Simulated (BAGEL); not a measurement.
# GeH2Cl2 (dichlorogermane), step by step

Wanted: a single-point energy (HF/def2-SVP), then a single-point energy (NEVPT2(2,2)/def2-SVP), then a single-point energy (CASPT2(2,2)/def2-SVP) of GeH2Cl2 (dichlorogermane). 

The calculation is run with BAGEL 1.2.2.

1 further run of the same task is left out (set aside as unsound or not needed).

## Step 1: The molecule

The species is GeH2Cl2 (5 atoms), meant as a singlet with charge 0. As SMILES, `[Cl][GeH2][Cl]`. One bond was lengthened or shortened from a relaxed shape.

Bond lengths: Cl1–Ge2 2.140 Å, Ge2–Cl3 2.140 Å, Ge2–H4 1.299 Å, Ge2–H5 1.528 Å. Angles: Cl1–Ge2–Cl3 108.2°, Cl1–Ge2–H4 108.2°, Cl1–Ge2–H5 108.2°, Cl3–Ge2–H4 108.2°, Cl3–Ge2–H5 108.2°, H4–Ge2–H5 115.8°.

## Step 2: The energy at HF/def2-SVP (density fitting with svp-jkfit) (run 1)

The input, input.json:

```json
{ "bagel": [

{
  "title": "molecule",
  "basis": "svp",
  "df_basis": "svp-jkfit",
  "angstrom": "true",
  "geometry": [
    { "atom": "Cl", "xyz": [   -1.805443,   -0.248491,    0.769460 ] },
    { "atom": "Ge", "xyz": [   -0.006543,   -0.010491,   -0.364140 ] },
    { "atom": "Cl", "xyz": [    1.545457,   -1.120991,    0.603260 ] },
    { "atom": "H", "xyz": [   -0.198900,   -0.525000,   -1.541400 ] },
    { "atom": "H", "xyz": [    0.379657,    1.468109,   -0.339640 ] }
  ]
},
{ "title": "hf" },
{ "title": "print", "file": "orbitals.molden", "orbitals": "true" }

]}
```

Run with:

```sh
$ BAGEL_NUM_THREADS=1 BAGEL input.json > input.out
```

The log of the run:

```text
* using 1 threads per process

  ===============================================================
  ===============================================================

  *** Geometry ***

  { "atom" : "Cl", "xyz" : [     -3.411793,     -0.469580,      1.454069 ] },
  { "atom" : "Ge", "xyz" : [     -0.012364,     -0.019825,     -0.688125 ] },
  { "atom" : "Cl", "xyz" : [      2.920490,     -2.118366,      1.139996 ] },
  { "atom" : "H", "xyz" : [     -0.375867,     -0.992106,     -2.912824 ] },
  { "atom" : "H", "xyz" : [      0.717448,      2.774324,     -0.641827 ] },

  Number of auxiliary basis functions:      558

  Since a DF basis is specified, we compute 2- and 3-index integrals:
    o Being stored without compression. Storage requirement is 0.027 GB

  Number of basis functions:       78
  Number of electrons      :       68

    * METHOD: MOLECULE                             0.16

  *** RHF ***

  === Nuclear Repulsion ===
   349.9201530579

      * DIIS with orbital gradients will be used.

  === RHF iteration (svp) ===
      0      -2994.98751473          0.00804467           0.06
      1      -2995.02894228          0.00377018           0.05
      2      -2995.03680113          0.00085292           0.06
      3      -2995.03723133          0.00025716           0.06
      4      -2995.03726774          0.00003855           0.06
      5      -2995.03726962          0.00001136           0.06
      6      -2995.03726983          0.00000284           0.06
      7      -2995.03726984          0.00000064           0.06
      8      -2995.03726984          0.00000012           0.06
      9      -2995.03726984          0.00000003           0.06
     10      -2995.03726984          0.00000001           0.06
     11      -2995.03726984          0.00000000           0.06
    * SCF iteration converged.

    * Permanent dipole moment:
           (   -0.070557,    -0.431449,     0.842116) a.u.

    * METHOD: HF                                   0.82

    * METHOD: PRINT                                0.01

  ===============================================================
```

It took 1.2 s on 1 thread of AMD EPYC 9R45 (Zen 5), shared host; peak memory 0.14 GiB.

## Step 3: A single-point energy at NEVPT2(2,2)/def2-SVP (density fitting with svp-jkfit) (run 2)

The input, input.json:

```json
{ "bagel" : [

{
  "title" : "molecule",
  "basis" : "svp",
  "df_basis" : "svp-jkfit",
  "angstrom" : true,
  "geometry" : [
    { "atom" : "Cl", "xyz" : [      -1.805443,      -0.248491,       0.769460 ] },
    { "atom" : "Ge", "xyz" : [      -0.006543,      -0.010491,      -0.364140 ] },
    { "atom" : "Cl", "xyz" : [       1.545457,      -1.120991,       0.603260 ] },
    { "atom" : "H", "xyz" : [      -0.198900,      -0.525000,      -1.541400 ] },
    { "atom" : "H", "xyz" : [       0.379657,       1.468109,      -0.339640 ] }
  ]
},

{
  "title" : "hf",
  "charge" : 0
},

{
  "title" : "casscf",
  "nstate" : 1,
  "nact" : 2,
  "nclosed" : 33,
  "charge" : 0,
  "active" : [27, 38],
  "maxiter" : 200,
  "natocc" : true
},

{
  "title" : "nevpt2",
  "nstate" : 1,
  "nact" : 2,
  "nclosed" : 33,
  "charge" : 0,
  "active" : [27, 38],
  "maxiter" : 200,
  "natocc" : true,
  "ncore" : 19
},

{
  "title" : "print",
  "file" : "orbitals.molden",
  "orbitals" : true
}

]}
```

Run with:

```sh
$ BAGEL_NUM_THREADS=1 BAGEL input.json > input.out
```

The log of the run:

```text
* using 1 threads per process

  ===============================================================
  ===============================================================

  *** Geometry ***

  { "atom" : "Cl", "xyz" : [     -3.411793,     -0.469580,      1.454069 ] },
  { "atom" : "Ge", "xyz" : [     -0.012364,     -0.019825,     -0.688125 ] },
  { "atom" : "Cl", "xyz" : [      2.920490,     -2.118366,      1.139996 ] },
  { "atom" : "H", "xyz" : [     -0.375867,     -0.992106,     -2.912824 ] },
  { "atom" : "H", "xyz" : [      0.717448,      2.774324,     -0.641827 ] },

  Number of auxiliary basis functions:      558

  Since a DF basis is specified, we compute 2- and 3-index integrals:
    o Being stored without compression. Storage requirement is 0.027 GB

  Number of basis functions:       78
  Number of electrons      :       68

    * METHOD: MOLECULE                             0.16

  *** RHF ***

  === Nuclear Repulsion ===
   349.9201530579

      * DIIS with orbital gradients will be used.

  === RHF iteration (svp) ===
      0      -2994.98751473          0.00804467           0.06
      1      -2995.02894228          0.00377018           0.06
      2      -2995.03680113          0.00085292           0.06
      3      -2995.03723133          0.00025716           0.06
      4      -2995.03726774          0.00003855           0.06
      5      -2995.03726962          0.00001136           0.05
      6      -2995.03726983          0.00000284           0.06
      7      -2995.03726984          0.00000064           0.06
      8      -2995.03726984          0.00000012           0.06
      9      -2995.03726984          0.00000003           0.06
     10      -2995.03726984          0.00000001           0.05
     11      -2995.03726984          0.00000000           0.06
    * SCF iteration converged.

    * Permanent dipole moment:
           (   -0.070557,    -0.431449,     0.842116) a.u.

    * METHOD: HF                                   0.81

  ---------------------------
      CASSCF calculation
  ---------------------------

    ==== Active orbitals : =====
         Orbital 27
         Orbital 38
    ============================

    * nstate   :      1
    * nclosed  :     33
    * nact     :      2
    * nvirt    :     43
  === CASSCF iteration (svp) ===

    * Using the second-order algorithm

      0  0     -2995.03757353     5.48e-05      0.01

      1  0     -2995.04035252     3.36e-04      0.26

      2  0     -2995.04692200     7.97e-04      0.23

      3  0     -2995.04831512     9.74e-05      0.29

      4  0     -2995.04832840     2.12e-05      0.27

      5  0     -2995.04832867     5.32e-06      0.29

      6  0     -2995.04832868     1.20e-06      0.28

      7  0     -2995.04832868     2.59e-07      0.29

      8  0     -2995.04832868     5.49e-08      0.26

      9  0     -2995.04832868     1.16e-08      0.24

     10  0     -2995.04832868     2.40e-09      0.20

    * Second-order optimization converged. *

     guess   0:   closed 1.                   open ..

  === FCI iteration ===

      0  0     -2995.03718987     7.02e-02      0.00
      1  0     -2995.04832256     1.24e-03      0.00
      2  0 *   -2995.04832868     8.88e-16      0.00

     * ci vector, state   0, <S^2> = 0.0000
       2.     0.9968648918
       .2    -0.0791226109

    * METHOD: CASSCF                               2.75

    * freezing 19 orbitals

  === DF-NEVPT2 calculation ===

    * 3-index integral transformation done
    * assembly done

      NEVPT2 correlation energy:   -0.4775428209      0.07

          (+0)     -0.4375026950
          (+0)'    -0.0036391288
          (+1)     -0.0087033114
          (+1)'    -0.0000000000
          (+2)     -0.0001866302
          (-1)     -0.0167798158
          (-1)'     0.0000000000
          (-2)     -0.0107312396

      NEVPT2 total energy:       -2995.5258715001

    * METHOD: NEVPT2                               0.16

    * METHOD: PRINT                                0.01

  ===============================================================
```

It took 4.2 s on 1 thread of AMD EPYC 9R45 (Zen 5), shared host; peak memory 0.14 GiB.

## Step 4: The energy at CASPT2(2,2)/def2-SVP (density fitting with svp-jkfit) (run 3)

The input, caspt2.json:

```json
{ "bagel" : [

{
  "title" : "molecule",
  "basis" : "svp",
  "df_basis" : "svp-jkfit",
  "angstrom" : true,
  "geometry" : [
    { "atom" : "Cl", "xyz" : [      -1.805443,      -0.248491,       0.769460 ] },
    { "atom" : "Ge", "xyz" : [      -0.006543,      -0.010491,      -0.364140 ] },
    { "atom" : "Cl", "xyz" : [       1.545457,      -1.120991,       0.603260 ] },
    { "atom" : "H", "xyz" : [      -0.198900,      -0.525000,      -1.541400 ] },
    { "atom" : "H", "xyz" : [       0.379657,       1.468109,      -0.339640 ] }
  ]
},

{
  "title" : "hf"
},

{
  "title" : "casscf",
  "nstate" : 1,
  "nact" : 2,
  "nclosed" : 33,
  "active" : [27, 38],
  "maxiter" : 200,
  "natocc" : true
},

{
  "title" : "print",
  "file" : "orbitals.molden",
  "orbitals" : true
},

{
  "title" : "smith",
  "method" : "caspt2",
  "ms" : true,
  "xms" : true,
  "sssr" : true,
  "shift" : 0.2,
  "shift_imag" : true,
  "ncore" : 19
}

]}
```

Run with:

```sh
$ BAGEL_NUM_THREADS=1 BAGEL caspt2.json > caspt2.out
```

The log of the run:

```text
* using 1 threads per process

  ===============================================================
  ===============================================================

  *** Geometry ***

  { "atom" : "Cl", "xyz" : [     -3.411793,     -0.469580,      1.454069 ] },
  { "atom" : "Ge", "xyz" : [     -0.012364,     -0.019825,     -0.688125 ] },
  { "atom" : "Cl", "xyz" : [      2.920490,     -2.118366,      1.139996 ] },
  { "atom" : "H", "xyz" : [     -0.375867,     -0.992106,     -2.912824 ] },
  { "atom" : "H", "xyz" : [      0.717448,      2.774324,     -0.641827 ] },

  Number of auxiliary basis functions:      558

  Since a DF basis is specified, we compute 2- and 3-index integrals:
    o Being stored without compression. Storage requirement is 0.027 GB

  Number of basis functions:       78
  Number of electrons      :       68

    * METHOD: MOLECULE                             0.16

  *** RHF ***

  === Nuclear Repulsion ===
   349.9201530579

      * DIIS with orbital gradients will be used.

[... 6 lines left out ...]
    * SCF iteration converged.
[... 1 line left out ...]
    * Permanent dipole moment:
[... 27 lines left out ...]
    * Second-order optimization converged. *
[... 9 lines left out ...]
     * ci vector, state   0, <S^2> = 0.0000
[... 16 lines left out ...]
    * Zeroth order energy : state  0       -1.2138003584
[... 3 lines left out ...]
      -------------------------------------------  CASPT2 iteration  ---------------------------------------------------
       #      aibj      arbs      arbi      airj      risj      airs      arst      rist         Etot      error   time
      ------------------------------------------------------------------------------------------------------------------

       0  -0.43759  -0.01275  -0.01705  -0.01019  -0.00028  -0.00317  -0.00000  -0.00000   -0.4810248  0.0016522   0.03
       1  -0.43812  -0.01284  -0.01715  -0.01053  -0.00031  -0.00326   0.00000  -0.00000   -0.4822098  0.0003037   0.03
       2  -0.43814  -0.01284  -0.01717  -0.01054  -0.00031  -0.00325  -0.00000  -0.00000   -0.4822529  0.0000766   0.03
       3  -0.43814  -0.01284  -0.01717  -0.01054  -0.00032  -0.00325  -0.00000  -0.00000   -0.4822549  0.0000186   0.03
       4  -0.43814  -0.01284  -0.01717  -0.01054  -0.00032  -0.00325  -0.00000  -0.00000   -0.4822550  0.0000043   0.03
       5  -0.43814  -0.01284  -0.01717  -0.01054  -0.00032  -0.00325  -0.00000  -0.00000   -0.4822550  0.0000009   0.03

      ------------------------------------------------------------------------------------------------------------------

    * CASPT2 energy : state  0    -2995.5327637459
        w/o shift correction      -2995.5305836984
        reference weight              0.8711398389

    * METHOD: SMITH                                0.31

  ===============================================================
```

Run time: 4.5 s. Hardware: 1 thread of AMD EPYC 9R45 (Zen 5), shared host; peak memory 0.16 GiB.

## Step 5: Outcome

| quantity | value |
| --- | --- |
| run 1, HF/def2-SVP: total energy | -2995.03727 Eh |
| run 1, HF/def2-SVP: dipole moment | 2.41 D |
| run 1, HF/def2-SVP: HOMO energy | -12.24 eV |
| run 1, HF/def2-SVP: LUMO energy | 3.52 eV |
| run 1, HF/def2-SVP: HOMO–LUMO gap | 15.75 eV |
| run 2, NEVPT2(2,2)/def2-SVP: total energy | -2995.52587 Eh |
| run 3, CASPT2(2,2)/def2-SVP: total energy | -2995.53276 Eh |
